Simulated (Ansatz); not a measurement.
# Si2SnGe: the cost of one run

Method: DFT PBE, scalar-relativistic, plane waves, PAW, in Ansatz 0.2.0.

## 1. Starting point

Symmetry: P-4m2, No. 115, tetragonal system. Conventional cell: a = 4.043 Å, b = 4.043 Å, c = 5.718 Å, α = 90.00°, β = 90.00°, γ = 90.00°. Si (site symmetry 2mm) is surrounded by 2 Sn at 2.48 Å and 2 Ge at 2.48 Å. Sn (site symmetry -4m2) is surrounded by 4 Si at 2.48 Å. Ge (site symmetry -4m2) is surrounded by 4 Si at 2.48 Å.

As a file:

```cif
data_structure
_symmetry_space_group_name_H-M 'P-4m2'
_symmetry_Int_Tables_number 115
_cell_length_a 4.0433
_cell_length_b 4.0433
_cell_length_c 5.7181
_cell_angle_alpha 90.000
_cell_angle_beta 90.000
_cell_angle_gamma 90.000
_cell_volume 93.48
loop_
_atom_site_label
_atom_site_type_symbol
_atom_site_symmetry_multiplicity
_atom_site_Wyckoff_symbol
_atom_site_fract_x
_atom_site_fract_y
_atom_site_fract_z
_atom_site_occupancy
Si1 Si 2 g 0.50000 0.00000 0.75000 1
Sn1 Sn 1 d 0.00000 0.00000 0.50000 1
Ge1 Ge 1 b 0.50000 0.50000 0.00000 1
```

The cell was made up by rule, so the compound may not exist in this form.

(A quick probe on a coarse mesh, which set the mesh and smearing, is not shown.)

## 3. A loose first relaxation

input.yaml reads:

```yaml
crystal:
  lattice:
    - [4.0432969179, 0.0, 0.0]
    - [0.0, 4.0432969179, 0.0]
    - [0.0, 0.0, 5.718085338]
  atoms:
    - { symbol: Si, position: [0.5, 0.0, 0.75] }
    - { symbol: Si, position: [0.0, 0.5, 0.25] }
    - { symbol: Sn, position: [0.0, 0.0, 0.5] }
    - { symbol: Ge, position: [0.5, 0.5, 0.0] }
basis:
  ecutwfc: 420
kpoints:
  mp_grid: { grid: [6, 6, 4] }
hamiltonian:
  xc: pbe
scf:
  occupations: { method: gaussian, width: 0.1 }
output:
  forces: true
  stress: true
  eigenvalues: true
relax:
  adjacent_minimum: "off"
  f_tol: 0.05
  max_steps: 80
  cell: { stress_tol: 0.5 }
```

Run with:

```sh
$ ansatz run input.yaml --threads 2 --pin off --max-ram 6144MiB --backend cpu --events-out ev --progress --plain --runs-dir out
```

What time and memory should one allow on 2 threads of Oxide Virtual Turin-like (Zen 5), shared host?

About 22 s, with a peak of 0.44 GiB.
